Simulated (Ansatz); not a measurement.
# Si5Mo3: the cost of one run

All numbers below are computed with Ansatz 0.2.0 (DFT PBE, scalar-relativistic, plane waves, PAW).

### 1 The structure to begin with

The cell holds 24 atoms (Mo9Si15): a = 7.460 Å, b = 6.805 Å, c = 7.543 Å, α = 88.30°, β = 87.28°, γ = 88.68°.

It is the last frame of an earlier stage of the same melt, run at 2230 K.

The coordinates stand in the first input below.

### 2 Stage at 1240 K

One k point, a Fermi-Dirac width of 0.107 eV and a fixed cell.

The input, input.yaml:

```yaml
crystal:
  lattice:
    - [7.457409, 0.080983, 0.177548]
    - [0.080983, 6.803493, 0.105396]
    - [0.177548, 0.105396, 7.539823]
  atoms:
    - { symbol: Si, position: [0.8970894608, 0.9949318914, 0.8704206097] }
    - { symbol: Si, position: [0.5487000183, 0.0655794643, 0.3795263437] }
    - { symbol: Si, position: [0.7474033476, 0.5609338702, 0.5768276187] }
    - { symbol: Si, position: [0.5182024659, 0.3172653682, 0.779466538] }
    - { symbol: Si, position: [0.2869092083, 0.7953160279, 0.3606854389] }
    - { symbol: Si, position: [0.1543745473, 0.285887511, 0.9642656908] }
    - { symbol: Si, position: [0.1863192751, 0.9207704774, 0.0566035373] }
    - { symbol: Si, position: [0.6546277128, 0.912418038, 0.629104852] }
    - { symbol: Si, position: [0.3443190009, 0.7884741875, 0.8058751073] }
    - { symbol: Si, position: [0.1783594786, 0.0554469393, 0.6938702598] }
    - { symbol: Si, position: [0.8292959547, 0.3777508593, 0.8575046274] }
    - { symbol: Si, position: [0.6668550949, 0.6562649919, 0.3225823234] }
    - { symbol: Si, position: [0.1054106017, 0.5484477953, 0.2631233417] }
    - { symbol: Si, position: [0.5196803073, 0.0347975556, 0.0783901297] }
    - { symbol: Si, position: [0.4735662137, 0.4248944428, 0.4771485632] }
    - { symbol: Mo, position: [0.794800376, 0.2015289859, 0.5928376741] }
    - { symbol: Mo, position: [0.822617655, 0.9528660063, 0.2032863385] }
    - { symbol: Mo, position: [0.6531337139, 0.697861531, 0.962471577] }
    - { symbol: Mo, position: [0.0630363687, 0.6310447397, 0.9326021659] }
    - { symbol: Mo, position: [0.4728572901, 0.3938065106, 0.1060343619] }
    - { symbol: Mo, position: [0.8496611732, 0.334147693, 0.229737827] }
    - { symbol: Mo, position: [0.243523921, 0.1678551608, 0.2976440993] }
    - { symbol: Mo, position: [0.1530757546, 0.4940388514, 0.5803047431] }
    - { symbol: Mo, position: [0.994219419, 0.8063213761, 0.5337630506] }
  symmetry: { detect: false }
basis:
  ecutwfc: 420
kpoints:
  mp_grid: { grid: [1, 1, 1], shift: [0.25, 0.25, 0.25] }
hamiltonian:
  xc: pbe
scf:
  occupations: { method: fermi_dirac, width: 0.1069 }
  lower_state_search: "off"
  convergence: { dr2_threshold: 1.0e-06 }
output:
  forces: true
  stress: true
md:
  timestep: 3.0
  n_steps: 77
  ensemble: nvt_langevin
  friction: 0.03
  temperature: 1240.0
  initial_velocities: maxwell_boltzmann
  seed: 26997
```

Run with:

```console
ansatz run input.yaml --threads 2 --pin off --max-ram 5120MiB --backend cpu --events-out ev --progress --plain --runs-dir out
```

**Question.** How long does this run take on 2 threads of AMD EPYC 7R43 (Zen 3), shared host, and how much memory does it need?

About 3.8 min, with a peak of 0.65 GiB.
